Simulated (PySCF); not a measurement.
# C6H15GaN2: the cost of one run

Programs: PySCF 2.14.0, with routines of our own; each step states its level. All values are computed. Atoms count from 0.

### 1 The starting structure

24 atoms, charge 0, multiplicity 1; geometry from: GFN2-xTB.

### 2 Vibronic structure: TDDFT HF/def2-SV(P)

Job settings and geometry (Å):

```
{"job": {"kind": "vib", "xc": "HF", "basis": "def2-SV(P)", "tda": false}, "charge": 0, "multiplicity": 1}
C     -1.947278     2.528466     0.047304
C     -1.528198     1.449908    -0.606718
Ga    -1.224665    -0.277316     0.366266
N     -1.164955    -1.772814    -0.741943
C     -1.771984    -2.803734    -1.101058
N      0.920703    -0.347196     0.774888
C      1.173504     0.006551     2.166091
C      1.712867     0.466077    -0.150474
C      1.609366    -0.091897    -1.558951
H     -2.140522     3.482115    -0.430624
H     -2.125116     2.499597     1.115604
H     -1.385402     1.544354    -1.685094
H     -1.728811    -0.335861     1.850022
H     -1.392755    -3.406948    -1.937558
H     -2.689552    -3.198590    -0.643911
H      1.190189    -1.322221     0.631082
H      2.235890    -0.068989     2.423574
H      0.596400    -0.651126     2.817066
H      0.839061     1.032350     2.332890
H      2.764367     0.499446     0.173485
H      1.309399     1.484060    -0.121131
H      0.557995    -0.206508    -1.822940
H      2.089090     0.577305    -2.268097
H      2.088672    -1.067265    -1.622217
```

With the program's defaults for keys left out, this is: TDDFT HF/def2-SV(P) vertical-gradient vibronic structure (displaced harmonic oscillators, Condon), gas phase.

Started as:

```console
> OMP_NUM_THREADS=1 python excited_run.py task.json out
```

This one command runs all jobs of the session in turn.

**Question.** How long does this first job take on 1 thread of Arm Neoverse V1, shared host, and how much memory does it need?

About 85 s, with a peak of 0.94 GiB.
